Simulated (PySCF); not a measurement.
# C₃H₈OSi: electronic excitations

Aim: predict the electronic excitations of C₃H₈OSi (`O[SiH]1CCC1`).

Programs: PySCF 2.14.0, with density-fitted response routines of our own. Each step states its level of theory. These are calculated values for one molecule in the gas phase, unless marked as measured. Atoms count from 0, in the outputs and in this text.

### 1 Starting geometry

13 atoms, charge 0, multiplicity 1; geometry from: GFN2-xTB.

Bonds of the start (Å): O0–Si1 1.63, Si1–C2 1.91, C2–C3 1.54, C3–C4 1.54, C4–Si1 1.91, O0–H5 0.95, Si1–H6 1.45, C2–H7 1.09, C2–H8 1.09, C3–H9 1.09, C3–H10 1.09, C4–H11 1.09, C4–H12 1.09.

### 2 TDDFT and polarisability: CAM-B3LYP/def2-SVPD

The job: settings as JSON, then the geometry in Å.

```
{"job": {"kind": "uv", "xc": "CAM-B3LYP", "basis": "def2-SVPD", "nstates": 8, "ntriplets": 3}, "charge": 0, "multiplicity": 1}
O      2.456218    -0.221379    -0.399103
Si     1.078945    -0.202614     0.470095
C     -0.469990    -1.123662    -0.170198
C     -1.318345     0.160204    -0.048632
C     -0.201299     1.194152     0.208780
H      2.460004    -0.062352    -1.339813
H      1.586549    -0.478897     1.803151
H     -0.856646    -1.953827     0.415254
H     -0.400271    -1.468763    -1.201550
H     -1.913742     0.374248    -0.935539
H     -1.992322     0.098982     0.804100
H     -0.019177     1.821804    -0.663374
H     -0.414312     1.862589     1.039101
```

Method: TDDFT CAM-B3LYP/def2-SVPD, vertical, gas phase, core orbitals frozen in the response.

Started as:

```console
$ OMP_NUM_THREADS=1 python probes_run.py task.json out
```

This one command runs all jobs of the session in turn.

What will the session give for the following? lowest singlet (CAM-B3LYP/def2-SVPD); brightest single state of those computed; lowest triplet. Wanted: lowest singlet; brightest single state of those computed; lowest triplet.

**Answer**, as computed:

| quantity | value |
| --- | --- |
| lowest singlet (CAM-B3LYP/def2-SVPD) | 6.81 eV (182 nm), f = 0.008 |
| brightest single state of those computed | state 5, 7.73 eV, f = 0.049 |
| lowest triplet | 6.56 eV |

The first singlet state (HOMO→LUMO 0.83) lies at 6.81 eV and is weak; of the 8 states computed, the strongest absorption comes from state 5 at 7.73 eV. The lowest triplet lies 0.25 eV below the lowest singlet (triplets in Tamm-Dancoff, singlets in full TDDFT).
